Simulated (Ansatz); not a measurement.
# HfN2+ (doublet): wave-function methods side by side, def2-SVP

An exercise on one series of results from a longer session: the logs are not shown, and one member is left open.

Method: def2-SVP, core rule «outside noble gas», up to 6 orbitals frozen; program: Ansatz 0.2.0, Gaussian basis.

Plan: UHF; CCSD(T) on ROHF; CCSD(T) on UHF; CISD; CCSDT(Q) on ROHF; CCSDT(Q) on UHF; CASSCF and MRCISD+Q, 9 electrons in 12 orbitals; CASSCF and NEVPT2, 9 electrons in 12 orbitals.

11 further runs of the same task are left out: 8 for a known fault of the program, 3 set aside as unsound or not needed.

## The system

The geometry is a PBE0/def2-TZVP stationary point (not a proven minimum) of the parent state, kept for this charge and spin. No spin-orbit coupling is included. Elements past krypton take def2 core potentials.

3 atoms, charge 1, spin multiplicity 2.

Atoms are counted from 1 here; the program's logs count them from 0.

Bond lengths: Hf1–N2 2.013 Å, N2–N3 1.138 Å. Angles: Hf1–N2–N3 180.0°.

Set-up of the first run:

The input, in.yaml:

```yaml
crystal:
  periodic: [false, false, false]
  atoms:
    - {symbol: Hf, position_ang: [0.000000, 0.000000, 1.721150]}
    - {symbol: N, position_ang: [0.000000, 0.000000, -0.291439]}
    - {symbol: N, position_ang: [0.000000, 0.000000, -1.429711]}
basis:
  gaussian: {orbitals: def2-SVP}
total_charge: 1
magnetization: {spin_polarized: true, initial_magnetization: 1}
hamiltonian: {xc: hf}
output: {orbitals: {seedname: orbitals}}
```

The run is started by

```sh
$ ansatz run in.yaml --threads 1 --pin off --events-out ev --progress --plain --max-ram 2816MiB --backend cpu
```

Among the steps run: UHF; CCSD(T) on ROHF; CCSD(T) on UHF; CISD; CCSDT(Q) on ROHF; CCSDT(Q) on UHF; CASSCF and MRCISD+Q, 9 electrons in 12 orbitals; CASSCF and NEVPT2, 9 electrons in 12 orbitals.

One table of the session follows, with a row left open; its other results are not shown here.

```
          method  from RCCSDT(Q) (kcal/mol)
            ROHF                    +249.66
             UHF                    +234.22
            RMP2                     +21.21
            UMP2                     +31.20
           RCCSD                     +13.72
           UCCSD                     +12.50
        RCCSD(T)                      +2.62
        UCCSD(T)                          ?
          RCCSDT                      +1.66
          UCCSDT                      +1.44
       RCCSDT(Q)                          0
       UCCSDT(Q)                      -0.05
  CASSCF valence                    +143.11
  NEVPT2 valence                     +29.19
  MRCISD valence                     +12.40
MRCISD+Q valence                      +2.76
```

Q: Estimate the row for UCCSD(T) from the others.

The run gave: from RCCSDT(Q) (kcal/mol): +2.58. In the column «from RCCSDT(Q) (kcal/mol)» it lies between RCCSDT (+1.66) and RCCSD(T) (+2.62).

Not comparable, so not listed: CISD (they don't share determinant, frozen orbitals or solution with the rows shown, or repeat one).

To keep in mind: The determinant is far from a pure spin state, so its energy mixes those of several spin states (harmless only where they are near-degenerate, as at dissociation). Restricted and unrestricted rows rest on different reference determinants; where their highest levels disagree by more than a few hundredths of an eV, they describe different states and don't form one ladder.
